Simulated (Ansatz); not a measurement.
The system is Mg6CdMo.

```
CELL_PARAMETERS angstrom
4.90108 0.00000 0.00000
0.00000 3.10214 5.37158
0.00000 -3.10214 5.37158
ATOMIC_POSITIONS crystal
Cd 0.50000 0.33377 0.33377
Mo 0.50000 0.83244 0.83244
Mg 0.00000 0.16736 0.16736
Mg 0.00000 0.67526 0.67526
Mg 0.00000 0.67506 0.15054
Mg 0.00000 0.15054 0.67506
Mg 0.50000 0.83030 0.33527
Mg 0.50000 0.33527 0.83030
```

The cell comes from a database or a generator and needn't be the stable form of this composition.

* Program: Ansatz 0.2.0
* Task: single point
* Functional: PBE
* Potentials or basis: Ansatz PAW
* Cutoff: 420 eV (not typed: the program's choice for these potentials)
* k mesh: 6 × 5 × 5
* Occupations: fermi-dirac, width 0.05 eV
* Spin: no spin polarisation

On this cell: pressure -0.3 GPa; largest force 0.187 eV/Å; band gap on the k mesh none (metal or under the smearing width).

The same run follows on a disturbed copy (atoms moved at random, drawn with an rms of 0.05 Å):

```xyz
8
Lattice="4.9011 0.0000 0.0000 0.0000 3.1021 5.3716 0.0000 -3.1021 5.3716" Properties=species:S:1:pos:R:3 pbc="T T T"
Cd    2.4467    0.0357    3.5743
Mo    2.4303    0.0243    8.9040
Mg    0.0726    0.0047    1.8013
Mg   -0.0462   -0.0139    7.2412
Mg    0.0283    1.5969    4.3626
Mg   -0.0006   -1.5696    4.4150
Mg    2.4546    1.5329    6.2885
Mg    2.4881   -1.5223    6.2912
```

**Question.** What changes?

**Answer.** The energy (extrapolated to zero smearing) moves by +7.5 meV/atom; pressure -0.2 GPa; largest force 0.487 eV/Å; band gap on the k mesh none (metal or under the smearing width).

Forces on the atoms (eV/Å):
```
Cd   0.143 -0.083  0.086
Mo   0.047  0.005  0.165
Mg  -0.188 -0.084 -0.194
Mg   0.218  0.148  0.171
Mg  -0.139  0.417  0.208
Mg   0.004 -0.417 -0.041
Mg   0.053  0.028 -0.195
Mg  -0.137 -0.014 -0.200
```

Stress tensor (GPa, compression positive):
```
-0.20 -0.01 -0.01
-0.01 -0.11  0.04
-0.01  0.04 -0.22
```
